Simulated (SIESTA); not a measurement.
The system is Mn3B4W.

```
CELL_PARAMETERS angstrom
4.28575 0.00000 0.00000
0.00000 2.99771 0.00000
-0.03313 0.00000 5.65122
ATOMIC_POSITIONS crystal
W 0.62408 0.00000 0.67524
Mn 0.11858 0.50000 0.82689
Mn 0.37524 0.50000 0.32211
Mn 0.87657 0.00000 0.17347
B 0.60258 0.50000 0.97742
B 0.90301 0.50000 0.45764
B 0.38150 0.00000 0.04040
B 0.11844 0.00000 0.52682
```

The cell comes from a database or a generator and needn't be the stable form of this composition.

* Program: SIESTA 5.4.2
* Task: single point
* Functional: PBEsol
* Potentials or basis: PseudoDojo 0.4 standard (PBEsol files)
* Basis: DZP (energy shift 0.003 Ry; two zetas on semicore shells)
* Grid cutoff: 800 Ry
* Energy shift: 0.003 Ry
* k mesh: 6 × 9 × 5
* Occupations: fermi-dirac, width 0.05 eV
* Spin: collinear spin, ferromagnetic start
* Starting moments: [0.0, 4.0, 4.0, 4.0, 0.0, 0.0, 0.0, 0.0] μB

On this cell: pressure -6.9 GPa; largest force 0.352 eV/Å; net moment 6.14 μB per cell; site moments W -0.03; Mn +2.28, +2.13, +2.27; B -0.13, -0.16, -0.10 μB; band gap on the k mesh none (metal or under the smearing width).

The same run follows on a disturbed copy (atoms moved at random, drawn with an rms of 0.05 Å):

```xyz
8
Lattice="4.2858 0.0000 0.0000 0.0000 2.9977 0.0000 -0.0331 0.0000 5.6512" Properties=species:S:1:pos:R:3 pbc="T T T"
W     2.6463    0.0248    3.7896
Mn    0.5195    1.4724    4.6512
Mn    1.5899    1.4829    1.7904
Mn    3.6909    0.0478    1.0189
B     2.5361    1.4812    5.5473
B     3.8648    1.5324    2.5601
B     1.5952    0.0125    0.2118
B     0.5038   -0.0421    3.0265
```

**Question.** What does the disturbed cell give?

**Answer.** The energy (extrapolated to zero smearing) moves by +16.4 meV/atom; pressure -6.6 GPa; largest force 0.976 eV/Å; net moment 6.01 μB per cell; site moments W -0.03; Mn +2.22, +2.12, +2.19; B -0.12, -0.15, -0.10 μB; band gap on the k mesh none (metal or under the smearing width).

Forces on the atoms (eV/Å):
```
W    0.274 -0.497  0.504
Mn  -0.721  0.367  0.228
Mn  -0.267  0.304  0.407
Mn   0.653 -0.549 -0.389
B    0.293  0.641 -0.413
B   -0.272 -0.595  0.049
B   -0.072 -0.410  0.241
B    0.113  0.738 -0.628
```

Stress tensor (GPa, compression positive):
```
-6.59  0.42 -0.47
 0.42 -4.09  0.60
-0.47  0.60 -9.25
```

Caveats: short orbitals over semicore shells can move pressures by several GPa; the basis of atomic orbitals isn't converged, which shifts pressures, moduli and gaps.
